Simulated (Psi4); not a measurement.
# UPBE/def2-SVPD (core potential) run of InNH3O (SMILES [NH2][In][OH])

Aim: the energy change on altering one bond length of InNH3O at UPBE/def2-SVPD (core potential), from 2 runs. 

The results are computed with Psi4 1.11.

## 1. The system as given

The species is InNH3O (6 atoms), meant as a doublet with charge 0. SMILES: `[NH2][In][OH]`. The shape is that of a PBE0-D4/def2-TZVP optimisation. This is one conformer, not always the lowest.

Bond lengths: N1–In2 2.069 Å, In2–O3 2.009 Å, N1–H4 1.014 Å, N1–H5 1.016 Å, O3–H6 0.960 Å. Angles: N1–In2–O3 111.2°, In2–N1–H4 113.5°, In2–N1–H5 111.0°, In2–O3–H6 114.3°, H4–N1–H5 107.4°.

## 2. Energy and gradient at UPBE/def2-SVPD (core potential)

Input file job.py:

```python
import psi4

psi4.set_memory('1600 MB')
psi4.set_num_threads(1)
psi4.core.set_output_file('psi4.out', False)

molecule = psi4.geometry("""
0 2
N     -1.85268749    -0.41158235    -1.97362996
In     1.77804331    -0.18273652    -0.54310729
O      1.76311447    -0.20427939     3.25354147
H     -1.97476380     0.06500658    -3.82499465
H     -3.04661646     0.74001675    -1.00514533
H      3.41208949    -0.12698960     4.00621938
units bohr
symmetry c1
no_reorient
no_com
""")

psi4.set_options({
    'basis': 'def2-SVPD',
    'reference': 'uks',
    'puream': True,
    'e_convergence': 1e-09,
    'd_convergence': 1e-08,
    'scf_type': 'pk',
    'dft_radial_points': 99,
    'dft_spherical_points': 590,
    'maxiter': 200,
})

E, wfn = psi4.gradient('PBE', return_wfn=True)
print('gradient / Eh bohr^-1')
print(E.np.round(6))
print(f'energy = {wfn.energy():.10f} Eh')
```

Command:

```bash
python job.py
```

psi4.out:

```text
[...]
    !!!  WARNING: ECP capability is in beta. Please check occupations closely.  !!!
[...]
  Running in c1 symmetry.
[...]
  Nuclear repulsion =  118.833842534482315
[...]
  Multiplicity = 2
[...]
  Nalpha       = 20
  Nbeta        = 19
[...]
    Number of basis functions: 99
[...]
   @UKS iter   1:  -320.93781254286648   -4.52925e-01   1.29997e-02 DIIS/ADIIS
[...]
   @UKS iter  15:  -321.68106629099969   -2.16005e-12   3.75666e-09 DIIS
[...]
   @S^2 Observed:                7.525739589E-01
[...]
    Orbital Energies [Eh]
    ---------------------
    Alpha Occupied:
       1A    -18.748778     2A    -13.990845     3A     -4.476901
       4A     -2.922255     5A     -2.917528     6A     -2.914043
       7A     -0.863322     8A     -0.762498     9A     -0.686175
      10A     -0.686078    11A     -0.683768    12A     -0.678968
      13A     -0.674668    14A     -0.426801    15A     -0.414360
      16A     -0.345585    17A     -0.292727    18A     -0.254282
      19A     -0.235201    20A     -0.185603
    Alpha Virtual:
      21A     -0.065783    22A     -0.022045    23A     -0.017261
      24A      0.007609    25A      0.044213    26A      0.050184
[...]
  @UKS Final Energy:  -321.68106629099969
   => Energetics <=
    Nuclear Repulsion Energy =            118.8338425344823150
    One-Electron Energy =                -751.5925763960174208
    Two-Electron Energy =                 344.2347048149047168
    DFT Exchange-Correlation Energy =     -33.1570372443692847
    Empirical Dispersion Energy =           0.0000000000000000
    VV10 Nonlocal Energy =                  0.0000000000000000
    Total Energy =                       -321.6810662909996950
[...]
 Multipole Moments:
 ------------------------------------------------------------------------------------
     Multipole            Electronic (a.u.)      Nuclear  (a.u.)        Total (a.u.)
 ------------------------------------------------------------------------------------
 L = 1.  Multiply by 2.5417464519 to convert [e a0] to [Debye]
 Dipole X            :        -36.4297470           36.8657221            0.4359751
 Dipole Y            :          8.0590797           -7.6747448            0.3843350
 Dipole Z            :         -0.6201375           -0.0162517           -0.6363892
 Magnitude           :                                                    0.8618461
[...]
  -Total Gradient:
     Atom            X                  Y                   Z
    ------   -----------------  -----------------  -----------------
       1        0.004568104978     0.009006564434    -0.000524297826
       2       -0.013788523173    -0.000738594391     0.014533368582
       3        0.011694210385     0.000981970102    -0.013056206163
       4        0.001614341552    -0.002090161459     0.011130471504
       5        0.007781322463    -0.006526474977    -0.005284724748
       6       -0.011891875645    -0.000648932652    -0.006722141337
[...]
```

Standard output:

```text
gradient / Eh bohr^-1
[[ 0.004568  0.009007 -0.000524]
 [-0.013789 -0.000739  0.014533]
 [ 0.011694  0.000982 -0.013056]
 [ 0.001614 -0.00209   0.01113 ]
 [ 0.007781 -0.006526 -0.005285]
 [-0.011892 -0.000649 -0.006722]]
energy = -321.6810662910 Eh
```

Run time: 25 s. Hardware: 1 thread of Intel Xeon 6975P-C (Granite Rapids), shared host; peak memory 0.68 GiB.

## 3. The distorted shape, same level

Input file job.json:

```json
{
  "schema_name": "qcschema_input",
  "schema_version": 1,
  "molecule": {
    "schema_name": "qcschema_molecule",
    "schema_version": 2,
    "symbols": ["N", "In", "O", "H", "H", "H"],
    "geometry": [-1.49451069, -0.75706019, -2.26417347, 2.13622011, -0.52821436, -0.83365079, 2.12129127, -0.54975723, 2.96299797, -1.616587, -0.28047126, -4.11553815, -3.04661646, 0.74001675, -1.00514533, 3.77026629, -0.47246744, 3.71567588],
    "molecular_charge": 0,
    "molecular_multiplicity": 2,
    "fix_symmetry": "c1"
  },
  "driver": "gradient",
  "model": {
    "method": "pbe",
    "basis": "def2-SVPD"
  },
  "keywords": {
    "reference": "uks",
    "puream": true,
    "e_convergence": 1e-09,
    "d_convergence": 1e-08,
    "scf_type": "pk",
    "dft_radial_points": 99,
    "dft_spherical_points": 590,
    "maxiter": 200
  }
}
```

Command:

```bash
psi4 --qcschema job.json -n 1 --memory 1600MB
```

stdout (excerpt; [...] marks lines left out):

```text
[...]
    !!!  WARNING: ECP capability is in beta. Please check occupations closely.  !!!
[...]
  Running in c1 symmetry.
[...]
  Nuclear repulsion =  117.596711194202626
[...]
  Multiplicity = 2
[...]
  Nalpha       = 20
  Nbeta        = 19
[...]
    Number of basis functions: 99
[...]
   @UKS iter   1:  -320.89388234081491   -4.74598e-01   1.28588e-02 ADIIS/DIIS
[...]
   @UKS iter  15:  -321.64527643823459   -5.96856e-12   7.18230e-09 DIIS
[...]
   @S^2 Observed:                7.528580186E-01
[...]
  @UKS Final Energy:  -321.64527643823459
   => Energetics <=
    Nuclear Repulsion Energy =            117.5967111942026264
    One-Electron Energy =                -749.2194211994045645
    Two-Electron Energy =                 343.0370538196690404
    DFT Exchange-Correlation Energy =     -33.0596202527016700
    Empirical Dispersion Energy =           0.0000000000000000
    VV10 Nonlocal Energy =                  0.0000000000000000
    Total Energy =                       -321.6452764382345890
[...]
 Multipole Moments:
 ------------------------------------------------------------------------------------
     Multipole            Electronic (a.u.)      Nuclear  (a.u.)        Total (a.u.)
 ------------------------------------------------------------------------------------
 L = 1.  Multiply by 2.5417464519 to convert [e a0] to [Debye]
 Dipole X            :         17.8569022          -17.4289292            0.4279730
 Dipole Y            :          0.0627567            0.3155495            0.3783063
 Dipole Z            :        -11.0590237           10.4350841           -0.6239395
 Magnitude           :                                                    0.8459179
[...]
  -Total Gradient:
     Atom            X                  Y                   Z
    ------   -----------------  -----------------  -----------------
       1        0.068342854230    -0.043932075927    -0.058168274655
       2       -0.013221809379    -0.002380622778     0.013133460209
       3        0.011338033953     0.000828132643    -0.012917611320
       4        0.005943673413    -0.008590903538     0.012562154825
       5       -0.060547114672     0.054560897397     0.052292972485
       6       -0.011910986369    -0.000526761742    -0.006854510481
[...]
```

The result, in JSON:

```text
{
 "driver": "gradient",
 "model": {
  "method": "pbe",
  "basis": "def2-SVPD"
 },
 "success": true,
 "return_result": [0.06834285422961286, -0.04393207592722345, -0.058168274655074154, -0.013221809379441632, -0.002380622778026434, 0.013133460208851987, 0.011338033953091853, 0.0008281326433862667, -0.012917611319563566, 0.005943673412842326, -0.00859090353846819, 0.012562154825140393, -0.060547114672439756, 0.05456089739686458, 0.05229297248462901, -0.01191098636947141, -0.0005267617424085103, -0.0068545104811767454],
 "properties": {
  "calcinfo_nbasis": 99,
  "calcinfo_nmo": 99,
  "calcinfo_nalpha": 20,
  "calcinfo_nbeta": 19,
  "calcinfo_natom": 6,
  "nuclear_repulsion_energy": 117.59671119420263,
  "return_energy": -321.6452764382346,
  "return_gradient": [0.06834285422961286, -0.04393207592722345, -0.058168274655074154, -0.013221809379441632, -0.002380622778026434, 0.013133460208851987, 0.011338033953091853, 0.0008281326433862667, -0.012917611319563566, 0.005943673412842326, -0.00859090353846819, 0.012562154825140393, -0.060547114672439756, 0.05456089739686458, 0.05229297248462901, -0.01191098636947141, -0.0005267617424085103, -0.0068545104811767454],
  "scf_one_electron_energy": -749.2194211994046,
  "scf_two_electron_energy": 343.03705381966904,
  "scf_xc_energy": -33.05962025270167,
  "scf_dipole_moment": [0.4279730389011611, 0.37830626155799807, -0.6239395411326072],
  "scf_total_energy": -321.6452764382346,
  "scf_total_gradient": [0.06834285422961286, -0.04393207592722345, -0.058168274655074154, -0.013221809379441632, -0.002380622778026434, 0.013133460208851987, 0.011338033953091853, 0.0008281326433862667, -0.012917611319563566, 0.005943673412842326, -0.00859090353846819, 0.012562154825140393, -0.060547114672439756, 0.05456089739686458, 0.05229297248462901, -0.01191098636947141, -0.0005267617424085103, -0.0068545104811767454],
  "scf_iterations": 15
 }
}
```

It took 25 s on 1 thread of Intel Xeon 6975P-C (Granite Rapids), shared host; peak memory 0.82 GiB.

## 4. Outcome

At UPBE/def2-SVPD (core potential):

| quantity | value |
| --- | --- |
| first shape: total energy | -321.68107 Eh |
| first shape: dipole moment | 2.19 D |
| first shape: HOMO energy (highest over α and β) | -5.05 eV |
| first shape: LUMO energy (lowest over α and β) | -4.17 eV |
| first shape: ⟨S²⟩ | 0.753 |
| first shape: largest force on an atom | 1.031 eV/Å |
| distorted shape: total energy | -321.64528 Eh |
| distorted shape: dipole moment | 2.15 D |
| distorted shape: HOMO energy (highest over α and β) | -5.05 eV |
| distorted shape: LUMO energy (lowest over α and β) | -4.19 eV |
| distorted shape: ⟨S²⟩ | 0.753 |
| distorted shape: largest force on an atom | 5.138 eV/Å |
| energy change with the N1–H5 bond stretched from 1.016 to 1.321 Å | 0.974 eV |

With the N1–H5 bond stretched from 1.016 to 1.321 Å the energy rises by 0.97 eV (22.5 kcal/mol). The first shape isn't relaxed at this level, so the change isn't measured from a minimum. The largest force (first shape) is 1.03 eV/Å: the shape isn't a stationary point for this species at this level.
